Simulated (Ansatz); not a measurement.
# AlCl3 + H2: a complex and its separated parts

The complex below is one end of an elementary step. How strongly is it bound against its free parts?

Program: Ansatz 0.2.0, Gaussian basis. Level of theory: PBE0-D4/def2-TZVP structures, single points in def2-TZVPP, no counterpoise correction. These are calculated values, not measurements.

Levels: SPW92, PBE-D4, BLYP-D4, r2SCAN-D4, B97M-V, PBE0-D4, B3LYP-D4, r2SCAN0-D4, BHLYP-D4, CAM-B3LYP-D4, wB97X-V, wB97M-V, B2PLYP, PBE-QIDH, RPA on PBE, Hartree-Fock, MP2, CCSD, CCSD(T).

Cores are frozen in the correlated methods. B3LYP uses VWN-RPA correlation. B2PLYP carries no dispersion term here.

20 further runs of the same task are left out: 20 set aside as unsound or not needed.

### 1 Where the work starts

The complex: 6 atoms, charge 0, spin multiplicity 1.

Atoms are counted from 1 here; the program's logs count them from 0.

Bond lengths: Al1–Cl3 2.077 Å, Al1–Cl4 2.077 Å, Al1–Cl6 2.079 Å, H2–H5 0.757 Å. Angles: Cl3–Al1–Cl4 119.3°, Cl3–Al1–Cl6 119.7°, Cl4–Al1–Cl6 119.7°.

Coordinates:

```xyz
6
AlCl3H2
Al   -0.5582    0.3547    0.1134
H     1.4110   -0.5552   -0.5083
Cl   -1.2067    0.2823   -1.8581
Cl    0.4500    2.0393    0.7905
H     1.1680   -1.0789   -0.0189
Cl   -1.2640   -1.0423    1.4813
```

Its parts: AlCl3 holds atoms 1, 3, 4, 6; H2 holds atoms 2, 5. Each part counts its atoms afresh in its own runs.

### 2 Relaxing AlCl3 alone

Contents of relax-a/in.yaml:

```yaml
crystal:
  periodic: [false, false, false]
  atoms:
    - {symbol: Al, position_ang: [-0.558237, 0.354716, 0.113442]}
    - {symbol: Cl, position_ang: [-1.206707, 0.282336, -1.858081]}
    - {symbol: Cl, position_ang: [0.449952, 2.039348, 0.790491]}
    - {symbol: Cl, position_ang: [-1.264041, -1.042302, 1.481292]}
basis:
  gaussian: {orbitals: def2-TZVP}
hamiltonian: {xc: pbe0, dispersion: d4}
relax: {f_tol: 0.005, max_steps: 200}
```

No record of the launch command was kept for these runs.

Output, cut to the lines that bear on the results:

```text
Functional definition: PBE0
  name "PBE0"
  cite "Adamo & Barone, J. Chem. Phys. 110, 6158 (1999) doi:10.1063/1.478522"
  cite "Perdew, Burke & Ernzerhof, Phys. Rev. Lett. 77, 3865 (1996) doi:10.1103/PhysRevLett.77.3865"
  parent pbe
[...]
1083 factors; their error is unknown
[...]
mean field -44156.64442219 eV, -1622.7267520670 hartree, gradient 1.5e-5 eV, S^2 0.000000; 0 other end points of the search recorded, 0 dependent functions left out
[...]
reference -44156.64445000 eV, -1622.7267530889 hartree; 32, 32 occupied and 116, 116 virtual orbitals, 1083 factors
relax step   1: F+E_penalty+E_count = -44156.76568589 eV  Δ(F+E_penalty+E_count) = +0.000e0 eV  max|allowed force component| = 4.013e-1 eV/Å  Δτ_max = 0.0000 Å  (23 SCF iters, accepted)
[...]
relax step   3: F+E_penalty+E_count = -44156.79819415 eV  Δ(F+E_penalty+E_count) = -1.354e-3 eV  max|allowed force component| = 2.933e-2 eV/Å  Δτ_max = 0.0182 Å  (24 SCF iters, accepted)
[...]
relax step   4: F+E_penalty+E_count = -44156.79826834 eV  Δ(F+E_penalty+E_count) = -7.419e-5 eV  max|allowed force component| = 1.939e-4 eV/Å  Δτ_max = 0.0016 Å  (19 SCF iters, accepted)
1083 factors; their error is unknown
[...]
mean field -44156.67678536 eV, -1622.7279413913 hartree, gradient 4.7e-5 eV, S^2 0.000000; 1 other end points of the search recorded, 0 dependent functions left out
[...]
reference -44156.67681315 eV, -1622.7279424128 hartree; 32, 32 occupied and 116, 116 virtual orbitals, 1083 factors
Total energy: -44156.79829614 eV, -1622.7324068302 hartree
Atom 0 at    -0.644744     0.408518     0.131800 Å, force    -0.000047     0.000021     0.000020 eV/Å
Atom 1 at    -1.178692     0.262047    -1.861570 Å, force     0.000066     0.000003     0.000194 eV/Å
Atom 2 at     0.477504     2.018509     0.786430 Å, force    -0.000096    -0.000169    -0.000067 eV/Å
Atom 3 at    -1.233101    -1.054976     1.470485 Å, force     0.000077     0.000146    -0.000147 eV/Å
Dipole moment:     0.000019    -0.000007     0.000024 e Å
```

It took 20 s on 4 threads, shared host; peak memory 0.38 GiB.

Step by step:

```csv
step,energy from step 1 (eV),largest force component (eV/Å)
1,0.0000,0.4013
2,-0.0312,0.0705
3,-0.0325,0.0293
4,-0.0326,0.0002
```

Distances of close pairs at the start and the end, largest changes first:

```csv
bond,before (Å),after (Å),change (Å)
Al1–Cl4,2.079,2.069,-0.010
Al1–Cl3,2.077,2.069,-0.008
Al1–Cl2,2.077,2.069,-0.008
```

### 3 Relaxing H2 alone

Contents of relax-b/in.yaml:

```yaml
crystal:
  periodic: [false, false, false]
  atoms:
    - {symbol: H, position_ang: [1.411047, -0.555244, -0.508255]}
    - {symbol: H, position_ang: [1.167986, -1.078853, -0.018887]}
basis:
  gaussian: {orbitals: def2-TZVP}
hamiltonian: {xc: pbe0, dispersion: d4}
relax: {f_tol: 0.005, max_steps: 200}
```

Output, cut to the lines that bear on the results:

```text
[... 5 set-up lines as earlier in the session ...]
[...]
88 factors; their error is unknown
[...]
mean field -31.78663825 eV, -1.1681374101 hartree, gradient 1.6e-5 eV, S^2 0.000000; 0 other end points of the search recorded, 0 dependent functions left out
[...]
reference -31.78665419 eV, -1.1681379956 hartree; 1, 1 occupied and 11, 11 virtual orbitals, 88 factors
relax step   1: F+E_penalty+E_count = -31.78824917 eV  Δ(F+E_penalty+E_count) = +0.000e0 eV  max|allowed force component| = 2.578e-1 eV/Å  Δτ_max = 0.0000 Å  (15 SCF iters, accepted)
[...]
relax step   2: F+E_penalty+E_count = -31.79025927 eV  Δ(F+E_penalty+E_count) = -2.010e-3 eV  max|allowed force component| = 9.054e-4 eV/Å  Δτ_max = 0.0053 Å  (18 SCF iters, accepted)
88 factors; their error is unknown
mean field -31.78865272 eV, -1.1682114405 hartree, gradient 8.1e-6 eV, S^2 0.000000; 1 other end points of the search recorded, 0 dependent functions left out
[...]
reference -31.78866859 eV, -1.1682120234 hartree; 1, 1 occupied and 11, 11 virtual orbitals, 88 factors
Total energy: -31.79027514 eV, -1.1682710631 hartree
Atom 0 at     1.409339    -0.558923    -0.504817 Å, force    -0.000420    -0.000905     0.000846 eV/Å
Atom 1 at     1.169694    -1.075174    -0.022325 Å, force     0.000420     0.000905    -0.000846 eV/Å
Dipole moment:    -0.000000    -0.000000     0.000000 e Å
```

It took 0.46 s on 4 threads, shared host.

The steps of the relaxation:

```csv
step,energy from step 1 (eV),largest force component (eV/Å)
1,0.0000,0.2578
2,-0.0020,0.0009
```

The bond:

```csv
bond,before (Å),after (Å),change (Å)
H1–H2,0.757,0.746,-0.011
```

### 4 wB97M-V/def2-TZVPP

Contents of parta/in.yaml:

```yaml
crystal:
  periodic: [false, false, false]
  atoms:
    - {symbol: Al, position_ang: [-0.644744, 0.408518, 0.131800]}
    - {symbol: Cl, position_ang: [-1.178692, 0.262047, -1.861570]}
    - {symbol: Cl, position_ang: [0.477504, 2.018509, 0.786430]}
    - {symbol: Cl, position_ang: [-1.233101, -1.054976, 1.470485]}
basis:
  gaussian: {orbitals: def2-TZVPP}
hamiltonian: {xc: {name: wB97M-V}}
```

Contents of partb/in.yaml:

```yaml
crystal:
  periodic: [false, false, false]
  atoms:
    - {symbol: H, position_ang: [1.409339, -0.558923, -0.504817]}
    - {symbol: H, position_ang: [1.169694, -1.075174, -0.022325]}
basis:
  gaussian: {orbitals: def2-TZVPP}
hamiltonian: {xc: {name: wB97M-V}}
```

parta printed, cut to the lines that bear on the results:

```text
Functional definition: wB97M-V
  name "wB97M-V"
  cite "Mardirossian & Head-Gordon, J. Chem. Phys. 144, 214110 (2016) doi:10.1063/1.4952647"
  cite "Becke, J. Chem. Phys. 107, 8554 (1997) doi:10.1063/1.475007"
  cite "Vydrov & Van Voorhis, J. Chem. Phys. 133, 244103 (2010) doi:10.1063/1.3521275"
  # Of w^i u^j: cxij and so on, Table III.
[...]
  gx(w, u) = 1 - cx + cx01*u + cx10*w
  gss(w, u) = css00 + css04*u^4 + css10*w + css20*w^2 + css43*w^4*u^3
  gos(w, u) = cos00 + cos10*w + (cos20 + cos21*u)*w^2 + (cos60 + cos61*u)*w^6
[...]
      + integral(e_c_pw_mod_opposite_spin*gos(b97_w_opposite, b97_u_opposite)) + vv10(b, c)
1202 factors; their error is unknown
184 factors; integrals over basis functions are off by at most 4.2e-5 eV
[...]
mean field -44170.07071341 eV, -1623.2201591684 hartree, gradient 2.8e-5 eV, S^2 0.000000; 0 other end points of the search recorded, 0 dependent functions left out
reference -44170.07075488 eV, -1623.2201606924 hartree; 32, 32 occupied and 136, 136 virtual orbitals, 1202 factors
Total energy: -44170.07075488 eV, -1623.2201606924 hartree
```

partb printed, cut to the lines that bear on the results:

```text
[... 5 set-up lines as earlier in the session ...]
  # Of w^i u^j: cxij and so on, Table III.
[...]
  gx(w, u) = 1 - cx + cx01*u + cx10*w
  gss(w, u) = css00 + css04*u^4 + css10*w + css20*w^2 + css43*w^4*u^3
  gos(w, u) = cos00 + cos10*w + (cos20 + cos21*u)*w^2 + (cos60 + cos61*u)*w^6
[...]
      + integral(e_c_pw_mod_opposite_spin*gos(b97_w_opposite, b97_u_opposite)) + vv10(b, c)
118 factors; their error is unknown
42 factors; integrals over basis functions are off by at most 3.0e-5 eV
[...]
mean field -31.60111858 eV, -1.1613196879 hartree, gradient 7.3e-6 eV, S^2 0.000000; 0 other end points of the search recorded, 0 dependent functions left out
reference -31.60114284 eV, -1.1613205793 hartree; 1, 1 occupied and 27, 27 virtual orbitals, 118 factors
Total energy: -31.60114284 eV, -1.1613205793 hartree
```

Times: 7 s (parta), 0.41 s (partb) on 4 threads, shared host; peak memory 0.44 GiB.

### 5 CCSD(T)/def2-TZVPP

Each input of step 4 (parta, partb) changes in the same lines:

```diff
-hamiltonian: {xc: {name: wB97M-V}}
+correlation: {method: ccsd_t}
```

Output in parta, cut to the lines that bear on the results:

```text
Functional definition: HF
  name "HF"
  cite "Fock, Z. Phys. 61, 126 (1930) doi:10.1007/BF01340294"
[... 1 set-up line as earlier in the session ...]
[...]
1006 factors; integrals over basis functions are off by at most 1.1e-3 eV
[...]
mean field -44101.31560907 eV, -1620.6934556881 hartree, gradient 3.2e-6 eV, S^2 0.000000; 0 other end points of the search recorded, 0 dependent functions left out
20 core orbitals not correlated: weight in the atoms' cores, before any rotation towards them, 1.000 or more for the frozen orbitals, at most 0.000 for the correlated occupied ones
reference -44101.31560907 eV, -1620.6934556881 hartree; 12, 12 occupied and 136, 136 virtual orbitals, 1006 factors
second order -17.06632343 eV of doubles, -0.00000000 eV of singles
cycle   1  -17.98921673 eV  change   -9.2e-1 eV  update   7.2e-2
[...]
cycle   8  -18.37480684 eV  change   -1.9e-5 eV  update   1.5e-5
perturbative correction -0.78033809 eV, -0.0286768958 hartree
Total energy: -44120.47075400 eV, -1621.3973942804 hartree
```

partb printed, cut to the lines that bear on the results:

```text
[... 4 set-up lines as earlier in the session ...]
[...]
145 factors; integrals over basis functions are off by at most 7.3e-4 eV
[...]
mean field -30.82771226 eV, -1.1328975297 hartree, gradient 4.3e-7 eV, S^2 0.000000; 0 other end points of the search recorded, 0 dependent functions left out
reference -30.82771226 eV, -1.1328975297 hartree; 1, 1 occupied and 27, 27 virtual orbitals, 145 factors
second order -0.86257315 eV of doubles, -0.00000000 eV of singles
cycle   1  -1.00722710 eV  change   -1.4e-1 eV  update   2.6e-2
[...]
cycle   7  -1.07307373 eV  change    5.8e-7 eV  update   4.1e-7
perturbative correction 0.00000000 eV, 0.0000000000 hartree
Total energy: -31.90078599 eV, -1.1723322619 hartree
```

They took 21 s (parta), 0.3 s (partb) on 4 threads, shared host; peak memory 1.2 GiB.

### 6 Vibrations of AlCl3

Contents of vib-parta/in.yaml:

```yaml
crystal:
  periodic: [false, false, false]
  atoms:
    - {symbol: Al, position_ang: [-0.644744, 0.408518, 0.131800]}
    - {symbol: Cl, position_ang: [-1.178692, 0.262047, -1.861570]}
    - {symbol: Cl, position_ang: [0.477504, 2.018509, 0.786430]}
    - {symbol: Cl, position_ang: [-1.233101, -1.054976, 1.470485]}
basis:
  gaussian: {orbitals: def2-TZVP}
hamiltonian: {xc: pbe0, dispersion: d4}
phonons: {temperatures: {t_min: 298.15, t_max: 900, t_step: 200}}
```

Output, cut to the lines that bear on the results:

```text
[... 5 set-up lines as earlier in the session ...]
[...]
1083 factors; their error is unknown
[...]
mean field -44156.67678536 eV, -1622.7279413916 hartree, gradient 8.4e-5 eV, S^2 0.000000; 0 other end points of the search recorded, 0 dependent functions left out
[...]
reference -44156.67681316 eV, -1622.7279424130 hartree; 32, 32 occupied and 116, 116 virtual orbitals, 1083 factors
[... from here to the last solve, the lines of the solves are left out (23 solves) ...]
1083 factors; their error is unknown
mean field -44156.67673025 eV, -1622.7279393663 hartree, gradient 1.9e-6 eV, S^2 0.000000; 0 other end points of the search recorded, 0 dependent functions left out
[...]
reference -44156.67675805 eV, -1622.7279403877 hartree; 32, 32 occupied and 116, 116 virtual orbitals, 1083 factors
Total energy: -44156.79829614 eV, -1622.7324068304 hartree
Atom 0 at    -0.644744     0.408518     0.131800 Å, force    -0.000047     0.000022     0.000021 eV/Å
Atom 1 at    -1.178692     0.262047    -1.861570 Å, force     0.000065    -0.000001     0.000195 eV/Å
Atom 2 at     0.477504     2.018509     0.786430 Å, force    -0.000095    -0.000169    -0.000064 eV/Å
Atom 3 at    -1.233101    -1.054976     1.470485 Å, force     0.000078     0.000148    -0.000152 eV/Å
Dipole moment:     0.000019    -0.000006     0.000025 e Å
Vibrations: 143.75 143.80 202.42 385.74 625.97 626.01 cm⁻¹, zero-point energy 0.131900 eV
```

Run time: 77 s. Hardware: 4 threads, shared host; peak memory 0.38 GiB.

Wavenumbers and character of the modes:

```csv
mode,wavenumber (cm⁻¹),character
1,144,bend
2,144,bend
3,202,out-of-plane bend
4,386,Al–Cl stretch
5,626,Al–Cl stretch
6,626,Al–Cl stretch
```

Vibrational sums (real modes only):

```csv
T (K),entropy (J/mol/K),heat capacity (J/mol/K)
298,39.5,38.1
498,61.0,44.7
698,76.5,47.1
898,88.5,48.2
```

### 7 Vibrations of H2

Contents of vib-partb/in.yaml:

```yaml
crystal:
  periodic: [false, false, false]
  atoms:
    - {symbol: H, position_ang: [1.409339, -0.558923, -0.504817]}
    - {symbol: H, position_ang: [1.169694, -1.075174, -0.022325]}
basis:
  gaussian: {orbitals: def2-TZVP}
hamiltonian: {xc: pbe0, dispersion: d4}
phonons: {temperatures: {t_min: 298.15, t_max: 900, t_step: 200}}
```

Output, cut to the lines that bear on the results:

```text
[... 5 set-up lines as earlier in the session ...]
[...]
88 factors; their error is unknown
[...]
mean field -31.78865272 eV, -1.1682114405 hartree, gradient 1.8e-5 eV, S^2 0.000000; 0 other end points of the search recorded, 0 dependent functions left out
[...]
reference -31.78866859 eV, -1.1682120234 hartree; 1, 1 occupied and 11, 11 virtual orbitals, 88 factors
[...]
88 factors; their error is unknown
mean field -31.78865272 eV, -1.1682114402 hartree, gradient 4.1e-7 eV, S^2 0.000000; 0 other end points of the search recorded, 0 dependent functions left out
[...]
reference -31.78866858 eV, -1.1682120232 hartree; 1, 1 occupied and 11, 11 virtual orbitals, 88 factors
[...]
88 factors; their error is unknown
[...]
mean field -31.78853640 eV, -1.1682071658 hartree, gradient 2.3e-7 eV, S^2 0.000000; 0 other end points of the search recorded, 0 dependent functions left out
[...]
reference -31.78855228 eV, -1.1682077494 hartree; 1, 1 occupied and 11, 11 virtual orbitals, 88 factors
[...]
88 factors; their error is unknown
mean field -31.78854330 eV, -1.1682074192 hartree, gradient 2.3e-7 eV, S^2 0.000000; 0 other end points of the search recorded, 0 dependent functions left out
[...]
reference -31.78855914 eV, -1.1682080015 hartree; 1, 1 occupied and 11, 11 virtual orbitals, 88 factors
Total energy: -31.79027514 eV, -1.1682710631 hartree
Atom 0 at     1.409339    -0.558923    -0.504817 Å, force    -0.000414    -0.000891     0.000833 eV/Å
Atom 1 at     1.169694    -1.075174    -0.022325 Å, force     0.000414     0.000891    -0.000833 eV/Å
Dipole moment:    -0.000000    -0.000000     0.000000 e Å
Vibrations: 4414.57 cm⁻¹, zero-point energy 0.273668 eV
```

Run time: 0.6 s. Hardware: 4 threads, shared host.

The modes, with what each moves most:

```csv
mode,wavenumber (cm⁻¹),character
1,4415,H–H stretch
```

Vibrational sums (real modes only):

```csv
T (K),entropy (J/mol/K),heat capacity (J/mol/K)
298,0.0,0.0
498,0.0,0.0
698,0.0,0.1
898,0.1,0.4
```

### 8 Complex less separated parts

The complex's own energies come from single points at the same levels. Levels not printed above were run the same way.

Rows are in def2-TZVPP; times add the 3 runs of a level on a shared host, so small differences are noise.

Differences are taken before rounding.

```csv
method,rung,complex less parts (eV),from CCSD(T) (eV),time
SPW92,LDA,-0.273,-0.194,5.9 s
PBE-D4,GGA,-0.128,-0.049,7 s
BLYP-D4,GGA,-0.047,+0.031,7.1 s
r2SCAN-D4,meta-GGA,-0.118,-0.040,13 s
B97M-V,meta-GGA,-0.081,-0.003,20 s
PBE0-D4,hybrid,-0.138,-0.060,9.7 s
B3LYP-D4,hybrid,-0.074,+0.005,9.1 s
r2SCAN0-D4,hybrid,-0.133,-0.055,14 s
BHLYP-D4,hybrid,-0.093,-0.015,9.3 s
CAM-B3LYP-D4,range-separated hybrid,-0.096,-0.018,10 s
wB97X-V,range-separated hybrid,-0.120,-0.041,19 s
wB97M-V,range-separated hybrid,-0.121,-0.042,20 s
B2PLYP,double hybrid,-0.043,+0.035,14 s
PBE-QIDH,double hybrid,-0.115,-0.036,15 s
RPA on PBE,RPA,-0.036,+0.043,12 s
Hartree-Fock,wavefunction,0.031,+0.110,
MP2,wavefunction,-0.085,-0.007,
CCSD,wavefunction,-0.067,+0.011,
CCSD(T),wavefunction,-0.079,0,80 s
```

Among the levels timed on like hardware and quicker than the yardstick, those that no quicker one beats, quickest first: SPW92 (5.9 s, -0.194 eV); PBE-D4 (7 s, -0.049 eV); BLYP-D4 (7.1 s, +0.031 eV); B3LYP-D4 (9.1 s, +0.005 eV); B97M-V (20 s, -0.003 eV).

B97M-V reaches 0.003 eV from the reference in 20 s, where CCSD(T) took 80 s; the quickest level in the cost chart, SPW92, takes 5.9 s and misses by 0.194 eV.

The complex's zero-point energy, from a separate PBE0-D4 run, is 0.495 eV.

### 9 Summary of results

```
                              quantity      value
complex less parts, CCSD(T)/def2-TZVPP  -0.079 eV
                with zero-point energy  +0.011 eV
                 largest T1 diagnostic      0.008
```

At CCSD(T) the complex lies 0.079 eV below its parts. B97M-V is the best functional here (-0.003 eV from CCSD(T)); SPW92 is the worst (-0.194 eV). By rung, the mean size of the error is: LDA 0.194, GGA 0.040, meta-GGA 0.021, hybrid 0.033, range-separated hybrid 0.034, double hybrid 0.036 eV. PBE-D4 gives a relative energy 0.049 eV too low, an error of 63 % of the reference. No counterpoise was applied, and triple zeta lacks some correlation, so the CCSD(T) reference has a basis error of its own, and close matches with it are partly luck.
